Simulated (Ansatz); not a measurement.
Born–Oppenheimer molecular dynamics of a periodic cell of 16 atoms, Ge (start crystal Ge, start structure diamond, volume 1.1 times the crystal's). It starts from a structure without forces on its atoms.

Theory: Ansatz 0.2.0, DFT PBE-D3(BJ), scalar-relativistic, plane waves, PAW. Settings: accuracy low, cutoff 420 eV, k mesh 2x2x2, fermi-dirac smearing 0.36 eV, no spin polarisation.

```yaml
ensemble: NVT, Langevin thermostat
time_step: 2.25 fs
steps_asked: 60
set_temperature: 4200 K
friction: 0.02 /fs
seed: 18484
```

First frame:

```xyz
16
Lattice="0.0000 5.8427 5.8427 5.8427 0.0000 5.8427 5.8427 5.8427 0.0000" Properties=species:S:1:pos:R:3
Ge 0.000 0.000 0.000
Ge 1.461 1.461 1.461
Ge 2.921 2.921 0.000
Ge 4.382 4.382 1.461
Ge 2.921 0.000 2.921
Ge 4.382 1.461 4.382
Ge 5.843 2.921 2.921
Ge 7.303 4.382 4.382
Ge 0.000 2.921 2.921
Ge 1.461 4.382 4.382
Ge 2.921 5.843 2.921
Ge 4.382 7.303 4.382
Ge 2.921 2.921 5.843
Ge 4.382 4.382 7.303
Ge 5.843 5.843 5.843
Ge 7.303 7.303 7.303
```

(1) What does the run give?

(2) What happens to the structure?

(3) How do temperature and energy run in time?

Answers

(1) All steps were run.

```json
{
 "steps done": "60",
 "time covered": "135 fs",
 "mean temperature over the second half": "3565 K",
 "spread of the potential energy over the second half": "47.6 meV per atom",
 "mean potential energy of the second half above the start": "304.2 meV per atom"
}
```

The mean temperature of the second half is 15 % below the set value. A run of 0.14 ps of so small a system gives no equilibrium averages. Limits of this set-up: coarse k mesh, low accuracy level.

(2) Mean squared displacements from the first frame to the last, about the centre of mass: Ge 0.21 Å². Another seed would give other details.

(3) 
```json
{"time (fs)": "0.0", "T (K)": "3938", "potential energy less start (eV)": "0.000"}
{"time (fs)": "6.8", "T (K)": "4103", "potential energy less start (eV)": "0.443"}
{"time (fs)": "13.5", "T (K)": "3135", "potential energy less start (eV)": "1.631"}
{"time (fs)": "20.2", "T (K)": "2701", "potential energy less start (eV)": "3.162"}
{"time (fs)": "27.0", "T (K)": "2021", "potential energy less start (eV)": "4.345"}
{"time (fs)": "33.8", "T (K)": "2216", "potential energy less start (eV)": "4.305"}
{"time (fs)": "40.5", "T (K)": "3362", "potential energy less start (eV)": "3.816"}
{"time (fs)": "47.2", "T (K)": "3185", "potential energy less start (eV)": "3.771"}
{"time (fs)": "54.0", "T (K)": "3206", "potential energy less start (eV)": "4.278"}
{"time (fs)": "60.8", "T (K)": "1701", "potential energy less start (eV)": "5.000"}
{"time (fs)": "67.5", "T (K)": "2458", "potential energy less start (eV)": "5.084"}
{"time (fs)": "74.2", "T (K)": "2485", "potential energy less start (eV)": "4.682"}
{"time (fs)": "81.0", "T (K)": "3130", "potential energy less start (eV)": "4.148"}
{"time (fs)": "87.8", "T (K)": "3903", "potential energy less start (eV)": "3.828"}
{"time (fs)": "94.5", "T (K)": "4028", "potential energy less start (eV)": "3.958"}
{"time (fs)": "101.2", "T (K)": "4011", "potential energy less start (eV)": "4.301"}
{"time (fs)": "108.0", "T (K)": "3559", "potential energy less start (eV)": "4.924"}
{"time (fs)": "114.8", "T (K)": "3394", "potential energy less start (eV)": "5.399"}
{"time (fs)": "121.5", "T (K)": "4018", "potential energy less start (eV)": "5.632"}
{"time (fs)": "128.2", "T (K)": "3604", "potential energy less start (eV)": "5.996"}
{"time (fs)": "135.0", "T (K)": "3333", "potential energy less start (eV)": "6.153"}
```

Run time: 14 min on 2 threads of Arm Neoverse V2 (shared host), peak memory 1.3 GiB.
